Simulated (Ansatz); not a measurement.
Geometry optimisation, DFT PBE, scalar-relativistic, plane waves, PAW in Ansatz 0.2.0.

input.yaml

```yaml
accuracy: low
crystal:
  lattice:
    - [6.547809, 0.0, 0.0]
    - [3.273904, 5.670569, 0.0]
    - [0.0, 0.0, 15.009698]
  atoms:
    - { symbol: Zr, position: [0.0, 0.0, 0.0666236] }
    - { symbol: "N", position: [0.3333333, 0.8333333, 0.1556704] }
    - { symbol: Zr, position: [0.0, 0.5, 0.0666236] }
    - { symbol: "N", position: [0.3333333, 0.3333333, 0.1556704] }
    - { symbol: Zr, position: [0.5, 0.0, 0.0666236] }
    - { symbol: "N", position: [0.8333333, 0.8333333, 0.1556704] }
    - { symbol: Zr, position: [0.5, 0.5, 0.0666236] }
    - { symbol: "N", position: [0.8333333, 0.3333333, 0.1556704] }
    - { symbol: Zr, position: [0.6666667, 0.6666667, 0.2447172] }
    - { symbol: "N", position: [0.0, 0.5, 0.3337641] }
    - { symbol: Zr, position: [0.6666667, 0.1666667, 0.2447172] }
    - { symbol: "N", position: [0.0, 0.0, 0.3337641] }
    - { symbol: Zr, position: [0.1666667, 0.6666667, 0.2447172] }
    - { symbol: "N", position: [0.5, 0.5, 0.3337641] }
    - { symbol: Zr, position: [0.1666667, 0.1666667, 0.2447172] }
    - { symbol: "N", position: [0.5, 0.0, 0.3337641] }
    - { symbol: "N", position: [0.6681028, 0.6727188, 0.4130461], spin: 1.0 }
magnetization:
  spin_polarized: true
basis:
  ecutwfc: 420.0
kpoints:
  mp_grid: { grid: [2, 2, 1] }
hamiltonian:
  xc: pbe
  pseudopotentials: { kind: paw, azcp: { folder: soft_1 } }
scf:
  occupations: { method: fermi_dirac, width: 0.05 }
  lower_state_search: "off"
relax:
  f_tol: 0.08
  max_steps: 25
  adjacent_minimum: "off"
  constraints: [{ sites: [0, 2, 4, 6] }]
```

Launched with:

```bash
$ ansatz run input.yaml --threads 2 --pin off --max-ram 5120MiB --backend cpu --events-out ev --progress --plain --runs-dir out
```

**Question.** Where does it end, and by what steps?

**Answer.** The run converged. Limits of this set-up: coarse k mesh, thin slab, slab without dipole correction, low accuracy level. After 21 steps the energy has fallen by 9.201 eV; N17 moved furthest, 2.10 Å. Parted: Zr9–N17 (2.53 → 3.85 Å). Joined: N16–N17 (2.20 → 1.11 Å).

| step | energy less start (eV) | largest force component (eV/Å) | accepted |
| --- | --- | --- | --- |
| 0 | 0.0000 | 4.408 | yes |
| 1 | -3.2783 | 2.787 | yes |
| 2 | -4.5246 | 1.627 | yes |
| 3 | -5.3724 | 2.199 | yes |
| 4 | -6.3512 | 3.185 | yes |
| 5 | -7.2068 | 2.299 | yes |
| 6 | -7.7842 | 6.530 | yes |
| 7 | -7.7941 | 5.074 | yes |
| 8 | -8.6448 | 2.948 | yes |
| 9 | -8.9654 | 1.116 | yes |
| 10 | -9.0522 | 0.396 | yes |
| 11 | -9.1021 | 0.361 | yes |
| 12 | -9.1239 | 0.326 | yes |
| 13 | -9.1391 | 0.310 | yes |
| 14 | -9.1304 | 0.403 | no |
| 15 | -9.1490 | 0.159 | yes |
| 16 | -9.1572 | 0.316 | yes |
| 17 | -9.1697 | 0.502 | yes |
| 18 | -9.1839 | 0.583 | yes |
| 19 | -9.1950 | 0.178 | yes |
| 20 | -9.1998 | 0.089 | yes |
| 21 | -9.2008 | 0.038 | yes |

```xyz
17
Lattice="6.5478 0.0000 0.0000 3.2739 5.6706 0.0000 0.0000 0.0000 15.0097" Properties=species:S:1:pos:R:3
Zr 0.000 0.000 1.000
N 4.895 4.732 2.162
Zr 1.637 2.835 1.000
N 3.260 1.900 2.163
Zr 3.274 0.000 1.000
N 8.187 4.724 2.154
Zr 4.911 2.835 1.000
N 6.537 1.896 2.300
Zr 6.537 3.651 3.607
N 1.602 2.855 4.608
Zr 5.017 1.018 3.606
N -0.036 0.019 4.608
Zr 3.258 3.788 3.828
N 4.914 2.832 4.597
Zr 1.542 0.999 3.686
N 2.640 0.347 5.755
N 6.259 5.805 6.789
```

Whether the end is a true minimum wasn't checked by a vibrational analysis.

Time of the run: 10 min on 2 threads of Intel(R) Xeon(R) 6975P-C (Granite Rapids), on a shared host, peak memory 1.6 GiB.
